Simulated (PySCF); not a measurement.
# PrO(OH): other functionals and bases at one geometry

How far do other levels of theory move the description of PrO(OH), and what does each cost? The species was built from a template and needn't be a known compound.

Program: PySCF 2.14.0. Level of theory: several levels, as the steps say, no spin–orbit coupling. These are calculated values, not measurements.

1 further run of the same task is left out (for a known fault of the program).

**1. Starting geometry**

4 atoms, charge 0, spin multiplicity 1.

Bond lengths: Pr1–O2 1.889 Å, Pr1–O3 2.146 Å, Pr1–H4 2.945 Å, O3–H4 0.961 Å. Angles: O2–Pr1–O3 109.7°, O2–Pr1–H4 97.5°, O3–Pr1–H4 12.2°, Pr1–O3–H4 139.7°, Pr1–H4–O3 28.1°.

Geometry (Å):

```
Pr    0.0030   -0.0419   -0.4687
O     1.2691    0.0310    0.9318
O    -1.9814    0.0225    0.3465
H    -2.4218    0.0769    1.1986
```

Formal oxidation states: Pr +3. Each metal's 2 4f electrons lie in its core potential, so multiplicities, spins and levels count the valence alone. An earlier session relaxed this geometry at PBE0, Pr lcecp-1-SVP with ECP48, O def2-SVP, H def2-SVP (singlet, point group Cs).

At PBE0 on the finer grid: E = -183.713566 Eh, HOMO -6.22 eV, LUMO -1.70 eV, Mulliken charge on Pr1 +0.82 e, largest force component 0.008 eV/Å. 

Levels to run: B3LYP; BLYP; PBE0, TZVP. Hardware: 2 threads of Arm Neoverse V1, shared host.

**2. B3LYP**

run.py (the lines that set the calculation) reads:

```python
mol = gto.M(atom='''
Pr     0.00302    -0.04186    -0.46868
O      1.26905     0.03101     0.93185
O     -1.98137     0.02249     0.34649
H     -2.42179     0.07686     1.19855''',
    basis={'Pr': 'lcecp-1-SVP', 'O': 'def2-SVP', 'H': 'def2-SVP'},
    ecp={'Pr': 'lcecp-1-SVP'},
    charge=0, spin=0)
mf = dft.RKS(mol, xc='B3LYP')
mf.grids.atom_grid = (75, 302)  # f atoms: unpruned, at least (60, 302)
mf = mf.density_fit()  # fitting sets: Pr AutoAux, O def2-universal-JKFIT, H def2-universal-JKFIT
mf.conv_tol = 1e-08; mf.max_cycle = 55
mf.kernel(dm0)  # dm0: the density of the relaxed state
```

The run is started by

```bash
$ OMP_NUM_THREADS=2 python run.py
```

**3. BLYP**

run.py (the lines that set the calculation): that of step 2 with these lines changed.

```diff
@@ -8,3 +8,3 @@
     charge=0, spin=0)
-mf = dft.RKS(mol, xc='B3LYP')
+mf = dft.RKS(mol, xc='BLYP')
 mf.grids.atom_grid = (75, 302)  # f atoms: unpruned, at least (60, 302)
```

**4. PBE0, TZVP**

Basis: Pr lcecp-1-TZVP with ECP48, O def2-TZVP, H def2-TZVP. 

run.py (the lines that set the calculation) reads:

```python
mol = gto.M(atom='''
Pr     0.00302    -0.04186    -0.46868
O      1.26905     0.03101     0.93185
O     -1.98137     0.02249     0.34649
H     -2.42179     0.07686     1.19855''',
    basis={'Pr': 'lcecp-1-TZVP', 'O': 'def2-TZVP', 'H': 'def2-TZVP'},
    ecp={'Pr': 'lcecp-1-TZVP'},
    charge=0, spin=0)
mf = dft.RKS(mol, xc='PBE0')
mf.grids.atom_grid = (75, 302)  # f atoms: unpruned, at least (60, 302)
mf = mf.density_fit()  # fitting sets: Pr AutoAux, O def2-universal-JKFIT, H def2-universal-JKFIT
mf.conv_tol = 1e-08; mf.max_cycle = 55
mf.kernel(dm0)  # dm0: free metal ions and neutral atoms
```

What does the calculation give? Wanted: for each run, HOMO; gap; charge on Pr1; dipole; largest force.

The runs gave:

| level | state | HOMO (eV) | gap (eV) | charge on Pr1 (e) | dipole (D) | largest force (eV/Å) | basis functions | time |
| --- | --- | --- | --- | --- | --- | --- | --- | --- |
| PBE0 (relaxed here) | singlet | -6.22 | 4.52 | 0.82 | 5.99 | 0.01 | 66 | 4.7 s |
| B3LYP | singlet | -5.98 | 3.98 | 0.78 | 5.91 | 0.55 | 66 | 2.1 s |
| BLYP | singlet | -4.74 | 2.41 | 0.64 | 5.44 | 1.25 | 66 | 2.4 s |
| PBE0, TZVP | singlet | -6.23 | 4.52 | 1.23 | 6.27 | 0.27 | 115 | 6.2 s |

Times are on 2 threads of Arm Neoverse V1, shared host; the first row also made further properties.

In one basis the HOMO–LUMO gap runs from 2.41 eV (BLYP) to 4.52 eV (PBE0). The largest leftover force, 1.25 eV/Å with BLYP, stands at a geometry relaxed at another level. The Mulliken charge on Pr spans +0.64 to +1.23 e over the levels. With 4f in the core, its levels are missing from HOMO and gap. Total energies of different levels can't be compared. Spin–orbit coupling is left out throughout.
